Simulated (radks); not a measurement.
**Ru⁴⁺ in [Ar] 3d10 4s1 4p6 4d4 5s1: an all-electron calculation**

What are the levels of the ruthenium ion Ru4+, how large are its shells, and how does its energy divide?

The numbers are computed with radks (a radial shooting solver on a logarithmic mesh, Libxc functionals) version 1 (scalar-relativistic Kohn-Sham, PBE, spin-polarised, spherical densities, finite nucleus; open shells are filled with parallel spins first), except any that are marked as measured or tabulated.

## (1) What is computed

* element: ruthenium (Z = 44)
* charge: +4
* electrons: 40
* configuration: [Ar] 3d10 4s1 4p6 4d4 5s1
* nuclear rms radius: 4.4809 fm

The outer shells:

Ru⁴⁺
```
[Ar] core
3d [↑↓][↑↓][↑↓][↑↓][↑↓]
4s [↑ ]
4p [↑↓][↑↓][↑↓]
4d [↑ ][↑ ][↑ ][↑ ][  ]
5s [↑ ]
```

## (2) Self-consistent calculation

Settings of this run:

```text
Z 44
configuration [Ar] 3d10 4s1 4p6 4d4 5s1 5p0 6s0
relativity scalar-relativistic
functional pbe,pbe
spin polarised
nucleus finite rms 4.4809 fm
c 137.035999084
```

The run is started by

```sh
> python run_ks.py task.json out
```

The same process makes all the runs of this session.

What does the calculation give?

**Answer**, as computed:

```
                        quantity                   value
                    total energy     -4523.93382 hartree
exchange-correlation share of it                  2.91 %
                            −T/E                  1.0341
          highest occupied level       5s up, -42.944 eV
    most extended occupied level  5s up, <r> = 2.28 bohr
 radius at density 0.001 e/bohr³               3.46 bohr
    maxima of the radial density                       4
```

What this shows: 5 principal shells are occupied and 4 maxima appear in the radial density; where shells overlap, one shows as a shoulder or not at all. −T/E is 1.034: with relativity the kinetic term as defined here no longer equals −E. This is not the tabulated ground configuration, so its levels and sizes aren't those of the ground state, and no measured value stands beside it.
